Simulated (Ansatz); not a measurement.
# CuSnF6: one geometry, two states

Aim: solve CuSnF6 (a crystal from a database, its volume scaled a little) from each of its saved states, at one geometry and mesh, and see which is lowest and how they differ.

Method: DFT, r2SCAN, plane waves, PAW, in Ansatz 0.2.0.

**1. The cell**

Cell: a = 5.535 Å, b = 5.134 Å, c = 5.293 Å, α = 120.21°, β = 92.52°, γ = 116.33°. Nearest neighbours (Å): F1: 1 Cu at 1.96, 1 Sn at 1.98; F2: 1 Cu at 1.96, 1 Sn at 1.98; F3: 1 Sn at 1.94, 1 Cu at 2.18; F4: 1 Sn at 1.94, 1 Cu at 2.18; Sn5: 6 F at 1.94 to 1.99; Cu6: 6 F at 1.96 to 2.18; F7: 1 Cu at 1.96, 1 Sn at 1.99; F8: 1 Cu at 1.96, 1 Sn at 1.99.

Structure file:

```cif
data_structure
_symmetry_space_group_name_H-M 'P 1'
_symmetry_Int_Tables_number 1
_cell_length_a 5.5348
_cell_length_b 5.1345
_cell_length_c 5.2934
_cell_angle_alpha 120.210
_cell_angle_beta 92.520
_cell_angle_gamma 116.330
_cell_volume 109.36
loop_
_atom_site_label
_atom_site_type_symbol
_atom_site_fract_x
_atom_site_fract_y
_atom_site_fract_z
_atom_site_occupancy
F1 F 0.74800 0.11800 0.87100 1
F2 F 0.25200 0.88200 0.12900 1
F3 F 0.73700 0.87600 0.26600 1
F4 F 0.26300 0.12400 0.73400 1
Sn1 Sn 0.50000 0.00000 0.50000 1
Cu1 Cu 0.00000 0.00000 0.00000 1
F5 F 0.25000 0.49700 0.36400 1
F6 F 0.75000 0.50300 0.63600 1
```

The states: A, no atom with a moment over 0.3 μB (collinear spin); B, Cu6 up (collinear spin). Each run reads its own saved solution as saved_state.

**2. State A: the run**

input.yaml

```yaml
crystal:
  lattice:
    - [5.53478876, 0.0, 0.0]
    - [-2.27734984, 4.60181025, 0.0]
    - [-0.23273671, -3.0869799, 4.2937811]
  atoms:
    - { symbol: F, position: [0.748, 0.118, 0.871] }
    - { symbol: F, position: [0.252, 0.882, 0.129] }
    - { symbol: F, position: [0.737, 0.876, 0.266] }
    - { symbol: F, position: [0.263, 0.124, 0.734] }
    - { symbol: Sn, position: [0.5, 0.0, 0.5] }
    - { symbol: Cu, position: [0.0, 0.0, 0.0] }
    - { symbol: F, position: [0.25, 0.497, 0.364] }
    - { symbol: F, position: [0.75, 0.503, 0.636] }
kpoints:
  mp_grid: { grid: [4, 5, 4], shift: [0.5, 0.0, 0.5] }
magnetization:
  spin_polarized: true
scf:
  occupations: { method: fermi_dirac }
  lower_state_search: "off"
  max_iter: 200
hamiltonian:
  pseudopotentials: { kind: paw }
  xc: r2scan
basis:
  ecutwfc: 500
  fft_grid_basis: typed
output:
  forces: true
  stress: true
  eigenvalues: true
  bader: true
  populations: true
  elf: true
  write_potential: true
  volumetric_format: npy
  dos:
    e_range: [-12, 8]
    de: 0.05
    projected: { site_lists: { Cu: [Cu], F: [F], Sn: [Sn] } }
checkpoint:
  read: saved_state
```

**4. State B: the run**

input.yaml: that of step 2 with these lines changed.

```diff
@@ -6,10 +6,10 @@
   atoms:
-    - { symbol: F, position: [0.748, 0.118, 0.871] }
-    - { symbol: F, position: [0.252, 0.882, 0.129] }
-    - { symbol: F, position: [0.737, 0.876, 0.266] }
-    - { symbol: F, position: [0.263, 0.124, 0.734] }
-    - { symbol: Sn, position: [0.5, 0.0, 0.5] }
-    - { symbol: Cu, position: [0.0, 0.0, 0.0] }
-    - { symbol: F, position: [0.25, 0.497, 0.364] }
-    - { symbol: F, position: [0.75, 0.503, 0.636] }
+    - { symbol: F, position: [0.748, 0.118, 0.871], spin: 0.0 }
+    - { symbol: F, position: [0.252, 0.882, 0.129], spin: 0.0 }
+    - { symbol: F, position: [0.737, 0.876, 0.266], spin: 0.0 }
+    - { symbol: F, position: [0.263, 0.124, 0.734], spin: 0.0 }
+    - { symbol: Sn, position: [0.5, 0.0, 0.5], spin: 0.0 }
+    - { symbol: Cu, position: [0.0, 0.0, 0.0], spin: 1.0 }
+    - { symbol: F, position: [0.25, 0.497, 0.364], spin: 0.0 }
+    - { symbol: F, position: [0.75, 0.503, 0.636], spin: 0.0 }
 kpoints:
```

(Steps that only read results are left out.)

**Question.** What will these runs give? Wanted: for each run, free energy; largest site moment; size of the net moment; gap; pressure; largest force.

The runs gave:

| state | free energy (meV/atom) | largest site moment (μB) | size of the net moment (μB/cell) | gap (eV) | pressure (GPa) | largest force (eV/Å) | SCF cycles |
| --- | --- | --- | --- | --- | --- | --- | --- |
| A | 69.0 | 0.00 | 0.00 | metal | -0.5 | 0.41 | 10 |
| B | 0.0 | 0.81 | 1.00 | 0.87 | -0.8 | 0.39 | 13 |

What this shows: State B lies lowest, 69.0 meV per atom under state A. They differ in kind: A is a metal, B is gapped. Every run converged, so convergence alone does not show that a state is the lowest.

Keep in mind: a 3d oxide or halide that comes out metallic without a U or exact exchange, which may be an insulator in nature; an input typed no starting moments; the k mesh is coarse for a cell without a gap.
